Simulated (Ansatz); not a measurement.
# C2H4ClGaO: basis-set convergence

The task here is to estimate one member of a computed series from the others.

Computed with Ansatz 0.2.0, Gaussian basis. Level: one geometry, several basis sets.

Levels to be run: PBE0-D4/def2-SVP; ωB97M-V/def2-SVP; PBE0-D4/def2-QZVPP; ωB97M-V/def2-QZVPP; the functionals' def2-TZVPP values are taken from earlier runs.

## Structure used throughout

The geometry comes from an earlier relaxation with PBE0-D4 in a triple-zeta def2 set; it is a stationary point, not always the lowest conformer.

SMILES `O/C=[C](/Cl)[GaH2]`, 9 atoms, charge 0, spin multiplicity 1.

Atoms are counted from 1 here; the program's logs count them from 0.

Bond lengths: O1–C2 1.405 Å, O1–H6 0.964 Å, C2–C3 1.323 Å, C2–H7 1.085 Å, C3–Cl4 1.712 Å, C3–Ga5 1.990 Å, Ga5–H8 1.568 Å, Ga5–H9 1.564 Å. Angles: C2–O1–H6 110.6°, O1–C2–C3 112.3°, O1–C2–H7 116.7°, C3–C2–H7 130.8°, C2–C3–Cl4 122.7°, C2–C3–Ga5 102.0°, Cl4–C3–Ga5 135.3°, C3–Ga5–H8 117.4°, C3–Ga5–H9 119.4°, H8–Ga5–H9 123.0°.

Coordinates:

```
O    -0.2098    1.2337    0.5526
C     0.4612    0.1033    1.0478
C     0.5609   -0.8579    0.1441
Cl    1.4489   -2.2959    0.4180
Ga   -0.4618   -0.0969   -1.3844
H    -0.9544    1.4624    1.1204
H     0.8591    0.1746    2.0548
H    -2.0115   -0.3371   -1.4071
H     0.3075    0.6137   -2.5463
```

Set-up of the first run:

in.yaml

```yaml
crystal:
  periodic: [false, false, false]
  atoms:
    - {symbol: O, position_ang: [-0.209832, 1.233659, 0.552638]}
    - {symbol: C, position_ang: [0.461212, 0.103295, 1.047785]}
    - {symbol: C, position_ang: [0.560913, -0.857858, 0.144093]}
    - {symbol: Cl, position_ang: [1.448856, -2.295877, 0.417988]}
    - {symbol: Ga, position_ang: [-0.461833, -0.096877, -1.384409]}
    - {symbol: H, position_ang: [-0.954419, 1.462448, 1.120425]}
    - {symbol: H, position_ang: [0.859077, 0.174578, 2.054839]}
    - {symbol: H, position_ang: [-2.011480, -0.337102, -1.407092]}
    - {symbol: H, position_ang: [0.307495, 0.613734, -2.546256]}
basis:
  gaussian: {orbitals: def2-SVP}
hamiltonian: {xc: pbe0, dispersion: d4}
output: {orbitals: {seedname: orbitals}}
```

Command:

```bash
ansatz run in.yaml --threads 4 --pin off --events-out ev --progress --plain --max-ram 10444MiB
```

Among the steps run: PBE0-D4 in def2-SVP; ωB97M-V in def2-SVP; PBE0-D4 in def2-QZVPP; ωB97M-V in def2-QZVPP.

One of the session's tables, all rows but one given; the rest of the session is left out.

It belongs to the step «Density functionals: the series». 

```
functional       basis  HOMO (eV)
   PBE0-D4    def2-SVP      -6.98
   PBE0-D4  def2-TZVPP      -7.08
   PBE0-D4  def2-QZVPP          ?
   ωB97M-V    def2-SVP      -9.12
   ωB97M-V  def2-TZVPP      -9.26
   ωB97M-V  def2-QZVPP      -9.29
```

Estimate the missing values for PBE0-D4, def2-QZVPP.

The run gave: HOMO (eV): -7.11. In the column «HOMO (eV)» it lies between ωB97M-V, def2-SVP (-9.12) and PBE0-D4, def2-TZVPP (-7.08).
